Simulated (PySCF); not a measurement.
# CaO+: from the state search to spectroscopic constants

The task here is to estimate one member of a computed series from the others.

Computed with PySCF 2.14.0. Level: Ca 6-31G(d,p), O 6-31G(d,p), no relativity.

Set-up of the first run:

The job is set up so:

```json
{
 "atoms": "Ca, O",
 "charge": "1",
 "basis": "Ca 6-31G(d,p), O 6-31G(d,p)",
 "Hamiltonian": "no relativity",
 "basis functions": "46",
 "electrons treated": "27",
 "masses in u": "39.9626, 15.9949",
 "levels": "PBE0, PBE, r²SCAN, revPBE, BLYP, M06-2X, ωB97X, HF, MP2, SCS-MP2, CCSD, CCSD(T)",
 "grid": "80 radial by 434 angular points",
 "occupations": "held fixed by the projection of orbital angular momentum",
 "dissociation limit": "Ca+ + O, each in its ground configuration",
 "starting distance in angstrom": "2.290",
 "values of 2S to try": "1, 3"
}
```

Launch:

```sh
> OMP_NUM_THREADS=1 python dia.py task.json out
```

Steps of the session up to this table: Input; First curve: PBE0; Higher solutions at PBE0; PBE (GGA); r²SCAN; revPBE; BLYP; M06-2X (hybrid meta-GGA); ωB97X; UHF (mean field); Adding correlation.

One of the session's tables, all rows but one given; the rest of the session is left out.

Differences from CCSD(T) in the same basis:

| level | Re (mÅ) | ωe (%) |
| --- | --- | --- |
| UHF | -8 | +5.5 |
| UHF-MP2 | -7 | +1.5 |
| UHF-SCS-MP2 | -3 | +1.2 |
| UHF-CCSD | ? | ? |
| PBE | -53 | +4.7 |
| revPBE | -43 | +2.8 |
| BLYP | -41 | +3.1 |
| r²SCAN | -53 | +7.4 |
| PBE0 | -58 | +7.9 |
| M06-2X | -44 | +7.1 |
| ωB97X | -51 | +8.0 |

**Question.** Estimate the row for UHF-CCSD.

As computed: Re (mÅ): -1; ωe (%): +0.9. In the column «Re (mÅ)» it is the highest.
